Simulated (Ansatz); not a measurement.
# GaNH (doublet): wave-function methods side by side, cc-pVDZ

The task here is to estimate one member of a computed series from the others.

The runs use Ansatz 0.2.0, Gaussian basis; cc-pVDZ, core rule «outside noble gas», up to 15 orbitals frozen.

Plan: UHF; CCSD(T) on ROHF; CCSD(T) on UHF; BCCD(T) on ROHF; CISD as a restricted active space (open shells left free, so some higher excitations enter); CCSDT(Q) on ROHF; CCSDT(Q) on UHF; CASSCF and MRCISD+Q, 9 electrons in 9 orbitals; CASSCF and NEVPT2, 9 electrons in 9 orbitals.

24 further runs of the same task are left out: 6 for a known fault of the program, 6 that didn't finish, 12 set aside as unsound or not needed. Runs told in other sessions of the task aren't counted.

### The geometry

The geometry is a PBE0/def2-TZVP stationary point (not a proven minimum) of the parent state, kept for this charge and spin. No spin-orbit coupling is included. The filled d shell of Ga may be among the frozen orbitals whatever the setting's name suggests.

3 atoms, charge 0, spin multiplicity 2.

Atoms are counted from 1 here; the program's logs count them from 0.

Bond lengths: N1–Ga2 1.985 Å, Ga2–H3 1.616 Å. Angles: N1–Ga2–H3 112.7°.

The first run:

Input file in.yaml:

```yaml
crystal:
  periodic: [false, false, false]
  atoms:
    - {symbol: N, position_ang: [0.000000, 0.093904, 1.661900]}
    - {symbol: Ga, position_ang: [0.000000, -0.039184, -0.318801]}
    - {symbol: H, position_ang: [0.000000, 1.405604, -1.041722]}
basis:
  gaussian: {orbitals: cc-pVDZ}
magnetization: {spin_polarized: true, initial_magnetization: 1}
hamiltonian: {xc: hf}
output: {orbitals: {seedname: orbitals}}
```

Command:

```console
$ ansatz run in.yaml --threads 1 --pin off --events-out ev --progress --plain --max-ram 2393MiB
```

Steps of the session up to this table: UHF; CCSD(T) on ROHF; CCSD(T) on UHF; BCCD(T) on ROHF; CISD as a restricted active space (open shells left free, so some higher excitations enter); CCSDT(Q) on ROHF; CCSDT(Q) on UHF; CASSCF and MRCISD+Q, 9 electrons in 9 orbitals; CASSCF and NEVPT2, 9 electrons in 9 orbitals.

One of the session's tables, all rows but one given; the rest of the session is left out.

```
          method  from RCCSDT(Q) (meV)
            ROHF               +7161.4
             UHF               +5038.1
            RMP2               +1679.0
            UMP2               +1145.3
           RCCSD                +419.6
           UCCSD                +259.3
        RCCSD(T)                 +94.5
        UCCSD(T)                     ?
         BCCD(T)                +124.6
          RCCSDT                 +60.6
          UCCSDT                 +39.7
       RCCSDT(Q)                     0
       UCCSDT(Q)                 +13.1
  CASSCF valence               +3496.7
  NEVPT2 valence                +745.8
  MRCISD valence                +192.1
MRCISD+Q valence                 +19.0
```

Estimate the missing values for UCCSD(T).

As computed: from RCCSDT(Q) (meV): +121.5. In the column «from RCCSDT(Q) (meV)» it lies between RCCSD(T) (+94.5) and BCCD(T) (+124.6).

Not comparable, so not listed: CISD as a restricted active space (open shells left free, so some higher excitations enter) (they don't share determinant, frozen orbitals or solution with the rows shown, or repeat one).

Caveats from the session: The determinant of HF (⟨S²⟩ 1.71) is far from a pure spin state, so its energy mixes those of several spin states; that is harmless only where they are near-degenerate. The determinant of CCSD(T) (⟨S²⟩ 1.71) is far from a pure spin state, so its energy mixes those of several spin states; high orders of coupled cluster remove much of that, low ones don't. The determinant of CCSDT(Q) (⟨S²⟩ 1.71) is far from a pure spin state, so its energy mixes those of several spin states; high orders of coupled cluster remove much of that, low ones don't. Warnings: spin contamination; large T1 diagnostic. Restricted and unrestricted rows rest on different reference determinants; a gap between their highest levels can come from leftover correlation error, from unlike frozen cores or from another state.
